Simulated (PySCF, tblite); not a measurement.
# C₅H₇BF radical: geometry, infrared bands and EPR parameters

Wanted: the infrared bands and EPR parameters of C₅H₇BF radical (`CC[B]C1=C(F)C1`), by calculation.

Programs: tblite 0.8.0 and PySCF 2.14.0, with density-fitted response routines of our own. Each step states its level of theory. These are calculated values for one molecule in the gas phase, unless marked as measured. Atoms are numbered from 0 throughout.

### Step 1. Starting geometry

14 atoms, charge 0, multiplicity 2; geometry from: force field or distance geometry start.

Bonds of the start (Å): C0–C1 1.52, C1–B2 1.60, B2–C3 1.55, C3–C4 1.45, C4–F5 1.36, C4–C6 1.39, C6–C3 1.41, C0–H7 1.11, C0–H8 1.11, C0–H9 1.11, C1–H10 1.12, C1–H11 1.10, C6–H12 1.12, C6–H13 1.11.

### Step 2. Relaxing the molecule with GFN2-xTB

What the job is given:

```
{"job": {"kind": "relax", "xc": "GFN2-xTB", "basis": "xTB"}, "charge": 0, "multiplicity": 2}
C     -1.947900     0.490800     0.197200
C     -1.418500    -0.502600    -0.826900
B      0.036400    -0.083000    -1.344300
C      1.250900    -0.022000    -0.388500
C      2.658600     0.218400    -0.126800
F      3.885400     0.583100    -0.579100
C      1.806300    -0.188700     0.891300
H     -2.962000     0.179000     0.530000
H     -1.292500     0.537900     1.092800
H     -2.040400     1.504000    -0.251200
H     -1.348300    -1.514300    -0.351900
H     -2.110500    -0.567400    -1.680900
H      1.535000     0.615000     1.620300
H      1.946700    -1.250800     1.195700
```

The run is started by

```bash
$ OMP_NUM_THREADS=1 python probes_run.py task.json out
```

The driver reads the jobs from task.json and runs them one after another.

The log of the run:

```text
step      E/eV     max force
  0    -544.14839    6.549
  1    -545.06995    3.376
  2    -545.39714    1.751
  3    -545.54382    1.042
  4    -545.61327    1.045
  5    -545.64477    0.820
  6    -545.67862    0.372
  7    -545.68870    0.362
  8    -545.70347    0.321
  9    -545.71552    0.368
 10    -545.73213    0.346
 11    -545.74897    0.330
 12    -545.76877    0.354
 13    -545.78862    0.387
 14    -545.80927    0.369
 15    -545.83166    0.390
 16    -545.85301    0.404
 17    -545.86816    0.377
 18    -545.87704    0.421
 19    -545.88445    0.303
 20    -545.89208    0.229
 21    -545.90425    0.340
 22    -545.91010    0.285
 23    -545.91847    0.215
 24    -545.92443    0.174
 25    -545.92958    0.192
 26    -545.93522    0.260
 27    -545.94192    0.231
 28    -545.94781    0.191
 29    -545.95340    0.204
 30    -545.95972    0.249
 31    -545.96805    0.307
 32    -545.97866    0.294
 33    -545.98961    0.274
 34    -545.99697    0.278
 35    -546.00234    0.282
 36    -546.00872    0.233
 37    -546.02264    0.288
 38    -546.03265    0.251
 39    -546.04271    0.213
 40    -546.04986    0.204
 41    -546.05793    0.235
 42    -546.06501    0.239
 43    -546.06436    0.540
 44    -546.07386    0.140
 45    -546.07603    0.120
 46    -546.07841    0.103
 47    -546.07948    0.098
 48    -546.08136    0.095
 49    -546.08281    0.099
 50    -546.08421    0.117
 51    -546.08578    0.119
 52    -546.08773    0.126
 53    -546.09031    0.152
 54    -546.09342    0.153
 55    -546.09680    0.152
 56    -546.10042    0.154
 57    -546.10465    0.155
 58    -546.10936    0.151
 59    -546.11300    0.113
 60    -546.11242    0.284
 61    -546.11642    0.116
 62    -546.11772    0.107
 63    -546.12107    0.097
 64    -546.12263    0.114
 65    -546.12374    0.065
 66    -546.12434    0.056
 67    -546.12500    0.052
 68    -546.12569    0.076
 69    -546.12628    0.079
 70    -546.12672    0.061
 71    -546.12710    0.048
 72    -546.12748    0.046
 73    -546.12779    0.042
 74    -546.12802    0.048
 75    -546.12816    0.038
 76    -546.12827    0.023
 77    -546.12836    0.021
 78    -546.12841    0.014
 79    -546.12845    0.016
 80    -546.12850    0.014
 81    -546.12854    0.014
 82    -546.12858    0.015
 83    -546.12862    0.016
 84    -546.12869    0.018
 85    -546.12879    0.025
 86    -546.12891    0.024
 87    -546.12900    0.026
 88    -546.12910    0.024
 89    -546.12923    0.031
 90    -546.12940    0.040
 91    -546.12957    0.031
 92    -546.12969    0.026
 93    -546.12980    0.025
 94    -546.12994    0.032
 95    -546.13012    0.039
 96    -546.13026    0.025
 97    -546.13032    0.019
 98    -546.13036    0.015
 99    -546.13040    0.018
100    -546.13045    0.021
101    -546.13050    0.019
102    -546.13054    0.020
103    -546.13057    0.018
104    -546.13060    0.015
105    -546.13065    0.019
106    -546.13070    0.014
107    -546.13074    0.016
108    -546.13075    0.013
109    -546.13076    0.009
```

Run time: 1.2 s. Hardware: 1 thread of AMD EPYC, shared host; peak memory 0.18 GiB.

Along the way: (not every step is listed)

```
step  energy from step 0 (eV)  largest force (eV/Å)
   0                   0.0000                6.5489
   1                  -0.9216                3.3763
   2                  -1.2488                1.7510
   3                  -1.3954                1.0423
   4                  -1.4649                1.0446
   5                  -1.4964                0.8198
   6                  -1.5302                0.3717
   7                  -1.5403                0.3616
   8                  -1.5551                0.3208
  17                  -1.7198                0.3775
  26                  -1.7868                0.2605
  35                  -1.8540                0.2824
  44                  -1.9255                0.1403
  53                  -1.9419                0.1524
  62                  -1.9693                0.1074
  71                  -1.9787                0.0482
  80                  -1.9801                0.0140
  89                  -1.9808                0.0313
  98                  -1.9820                0.0145
 104                  -1.9822                0.0154
 105                  -1.9823                0.0187
 106                  -1.9823                0.0136
 107                  -1.9823                0.0156
 108                  -1.9824                0.0127
 109                  -1.9824                0.0090
```

Distances of close pairs at the start and the end, largest changes first:

```
  bond  before (Å)  after (Å)  change (Å)
 B2–C3       1.547      1.382      -0.164
 C3–C6       1.405      1.544      +0.138
 C4–C6       1.389      1.457      +0.068
 C1–B2       1.600      1.542      -0.058
 C3–C4       1.452      1.410      -0.042
C6–H13       1.114      1.083      -0.031
C6–H12       1.118      1.088      -0.031
C1–H10       1.120      1.094      -0.025
```

The end geometry stands in the next job.

### Step 3. Harmonic vibrations with GFN2-xTB

What the job is given:

```
{"job": {"kind": "ir", "xc": "GFN2-xTB", "basis": "xTB"}, "charge": 0, "multiplicity": 2}
C     -2.410189     0.557243     0.029831
C     -1.479399    -0.442327    -0.675279
B      0.014507    -0.324634    -0.312222
C      1.369569    -0.242160    -0.052194
C      2.704192     0.001699    -0.434673
F      3.260429     1.105639    -0.973750
C      2.523510    -0.354196     0.966808
H     -3.438410     0.420223    -0.300228
H     -2.375692     0.415895     1.107699
H     -2.112614     1.579873    -0.188857
H     -1.844800    -1.454838    -0.477416
H     -1.578241    -0.296690    -1.756540
H      2.573404     0.387339     1.760792
H      2.793056    -1.353540     1.283863
```

The log of the run:

```text
mode    cm-1     km/mol
  1      32.5      1.59
  2      78.4      1.36
  3      83.8      0.08
  4     194.0      1.04
  5     242.4      0.80
  6     306.5      3.80
  7     329.1      1.77
  8     396.9     14.58
  9     448.4      8.58
 10     610.9     46.03
 11     714.5     80.36
 12     740.6     31.74
 13     915.3     18.57
 14     964.8     26.83
 15     965.7     10.26
 16     995.2     35.39
 17    1025.3     31.40
 18    1044.4     12.27
 19    1074.1    186.10
 20    1095.8      8.08
 21    1219.9      4.52
 22    1286.2      9.35
 23    1400.4     67.35
 24    1412.2      1.69
 25    1441.3     11.06
 26    1468.8     39.86
 27    1505.1      3.72
 28    1507.4      2.03
 29    1791.1    419.12
 30    2930.7     24.78
 31    2949.8     22.77
 32    2980.4     52.88
 33    3022.6     54.36
 34    3036.8     15.25
 35    3037.3     55.78
 36    3043.4     26.84
```

It took 0.82 s on 1 thread of AMD EPYC, shared host; peak memory 0.18 GiB.

Which atoms move in the most intense modes:

```
cm⁻¹  km/mol                                 atoms
 611    46.0             C1 35 %, C4 23 %, C6 12 %
 714    80.4  H11 25 %, H10 23 %, C1 20 %, B2 12 %
1074   186.1             C4 19 %, C6 16 %, C1 13 %
1400    67.3  C4 34 %, H13 25 %, H12 22 %, B2 10 %
1791   419.1                      C3 49 %, B2 41 %
2980    52.9                              H12 92 %
3023    54.4                               H7 89 %
3037    55.8            H8 55 %, H13 24 %, H9 13 %
```

### Step 4. EPR parameters: B3LYP/pcH-1

Settings changed since step 3:

```diff
@@ -1,2 +1,2 @@
-{"job": {"kind": "ir", "xc": "GFN2-xTB", "basis": "xTB"}, "charge": 0, "multiplicity": 2}
+{"job": {"kind": "epr", "basis": "pcH-1"}, "charge": 0, "multiplicity": 2}
 C     -2.410189     0.557243     0.029831
```

Method: UKS B3LYP, pcH-1 on B C F H, non-relativistic, mean-field spin-orbit, GIAO.

The log of the run:

```text
UKS, coarse grid
  cycle   1  E = -319.23270721  |g| = 4.19e-01
  cycle   2  E = -319.18634864  |g| = 5.61e-01
  cycle   3  E = -319.30679981  |g| = 6.43e-02
  cycle   4  E = -319.30800265  |g| = 3.89e-02
  cycle   5  E = -319.30875892  |g| = 1.40e-02
  cycle   6  E = -319.30889139  |g| = 6.80e-03
  cycle   7  E = -319.30893467  |g| = 2.26e-03
  cycle   8  E = -319.30894373  |g| = 8.81e-04
UKS, final grid
  cycle   1  E = -319.30891507  |g| = 1.08e-03
  cycle   2  E = -319.30891447  |g| = 1.70e-03
  cycle   3  E = -319.30891576  |g| = 2.42e-04
  cycle   4  E = -319.30891581  |g| = 1.02e-04
  cycle   5  E = -319.30891583  |g| = 8.35e-05
  cycle   6  E = -319.30891584  |g| = 2.23e-05
E = -319.30891584 Eh   <S^2> = 0.7664 (exact 0.7500)
g shifts (ppm)      1          2          3
  rmc          -175       -175       -175
  gc             32         -4        -18
  oz_so        -301       1067       2339
  total        -444        888       2145
hyperfine (MHz)  atom isotope    a_iso     a_fc   dipolar eigenvalues
    0   13C      28.10      28.10     -1.47     -1.39      2.86
    1   13C     -10.56     -10.56     -0.58     -0.13      0.70
    2   11B      20.31      20.31    -20.90    -17.13     38.03
    3   13C     -17.32     -17.32    -14.38      4.92      9.47
    4   13C     422.43     422.43    -58.62    -50.97    109.59
    5   19F     270.38     270.38   -200.25   -172.56    372.82
    6   13C      23.87      23.87     -5.01     -1.94      6.94
    7    1H       4.22       4.22     -1.11     -0.77      1.87
    8    1H      -0.95      -0.95     -1.85     -0.73      2.58
    9    1H      -0.86      -0.86     -1.84     -0.67      2.52
   10    1H       6.98       6.98     -1.77     -1.47      3.23
   11    1H       8.56       8.56     -1.78     -1.69      3.46
   12    1H       5.52       5.52     -4.02     -1.24      5.26
   13    1H      17.72      17.72     -4.99     -3.49      8.48
```

Wall time 89 s (1 thread of AMD EPYC, shared host); peak memory 0.86 GiB.

Principal g values 2.00188, 2.00321, 2.00446; g(iso) = 2.00318, against 2.00232 for a free electron.

Hyperfine couplings; where a row names several nuclei, a(iso) is their mean (it holds for fast rotation or exchange) and the dipolar term the largest among them:

```
    nuclei  isotope  a(iso) (MHz)  a(iso) (G, at g = 2.0023)  largest dipolar term (MHz)
        C4      13C         422.4                      150.7                       109.6
        F5      19F         270.4                       96.5                       372.8
        C0      13C          28.1                       10.0                         2.9
        C6      13C          23.9                        8.5                         6.9
        B2      11B          20.3                        7.2                        38.0
        C3      13C         -17.3                       -6.2                       -14.4
  H12, H13       1H          11.6                        4.1                         8.5
        C1      13C         -10.6                       -3.8                         0.7
  H10, H11       1H           7.8                        2.8                         3.5
H7, H8, H9       1H           0.8                        0.3                         2.6
```

Mulliken spin populations:

C0 0.01; C1 -0.03; B2 0.33; C3 -0.06; C4 0.67; F5 0.06; C6 -0.02; H7 0.00; H8 0.00; H9 0.00; H10 0.00; H11 0.00; H12 0.01; H13 0.01

In first order the couplings over 0.8 MHz of 19F, 11B, 1H give 288 distinct lines over 132.9 G, if the averaged nuclei exchange fast.

The fields below are evaluated on a grid from the run's orbitals.

ELF in a plane through or near 5 of the atoms.

Ten even steps from '0' (0.00) to '9' (1.00):
```
0000000000000000000000000000
0000000000000000000000000000
0000000000000000000000000000
0000000000000000022100000000
0000000000000000499810000000
0000001342100001799940000000
0000015886322112799920000000
0000037778756336799700000000
0000147648568119625413540000
0000137856128549725638982000
0000136548558118768659993000
0000136228766324334348982000
0000036755432110013433420000
0000014543210000016740000000
0000001111000000027740000000
0000000000000000013410000000
0000000000000000000000000000
0000000000000000000000000000
0000000000000000000000000000
0000000000000000000000000000
```
The map spans 12.1 Å across and 8.4 Å up, centred on the molecule. Atoms in the plane (x, y in Å): C1 (1.5, 0.4), B2 (0.0, 0.3), C3 (-1.4, 0.2), C6 (-2.7, -0.6), H11 (1.8, 1.4).

log10 of the density (e/Å³) in the same plane.

Ten even steps from ' ' (-4.0) to '@' (1.1):
```
                                                        
                                                        
            ........            ........                
        ..::::----::::........::::----::::              
        ::--========----::::::--========--..            
      ..--==++++++++======--====++****++==::..          
      ::--==**####**++++++++++++**####**==--::..        
    ..::==++**%%%%####**********######**++==--::..      
    ..::==++**%%%%%%%%%%########%%%%####++++==--::..    
    ..--==++**####%%@@%%%%@@@@%%%%@@%%##****++==--..    
    ..--==++##%%%%##%%%%################****++==--..    
    ..--==++##@@%%####**************##******++==--..    
    ..::==++##%%####**++++++++==++++******++==--::..    
    ..::--==********++====------==++++++++==--::..      
      ..::====++++====----::::::--========--::..        
        ::::--==------::........::--------::..          
          ..::::::::....        ....::::::..            
              ....                                      
                                                        
                                                        
```
The map spans 12.1 Å across and 8.4 Å up, centred on the molecule. Atoms in the plane (x, y in Å): C1 (1.5, 0.4), B2 (0.0, 0.3), C3 (-1.4, 0.2), C6 (-2.7, -0.6), H11 (1.8, 1.4).

On the surface of density 0.002 e/bohr³ the electrostatic potential runs, from the 1st to the 99th percentile, from -1.02 V near F5 to 1.09 V near B2.

The spin density lies nearest to C4 51 %; B2 23 %; C3 9 % (both signs); F5 8 %.

### Step 5. Summary of results

| quantity | value |
| --- | --- |
| strongest single infrared mode (GFN2-xTB) | 1791 cm⁻¹, 419 km/mol |
| zero-point energy (GFN2-xTB) | 66.2 kcal/mol |
| g(iso) (B3LYP) | 2.00318 |
| ⟨S²⟩ | 0.766 (exact 0.75) |
| largest a(iso) (averaged by class) | 13C on C4, 422.4 MHz |
| surface potential, 1st and 99th percentile | -1.02 V and 1.09 V |

In words: Over 109 steps the energy fell by 1.982 eV; of the close pairs, B2–C3 changed most, 1.547 to 1.382 Å. All 36 modes are real, so the xTB geometry is a minimum. The strongest single mode, at 1791 cm⁻¹, moves mainly C3 and B2. Unscaled tight-binding wavenumbers are off by several per cent, some by more. Its intensities can rank the bands wrongly. The largest share of the spin, 0.67 e, sits on C4. The isotropic g lies 0.9 ppt above the free-electron value.
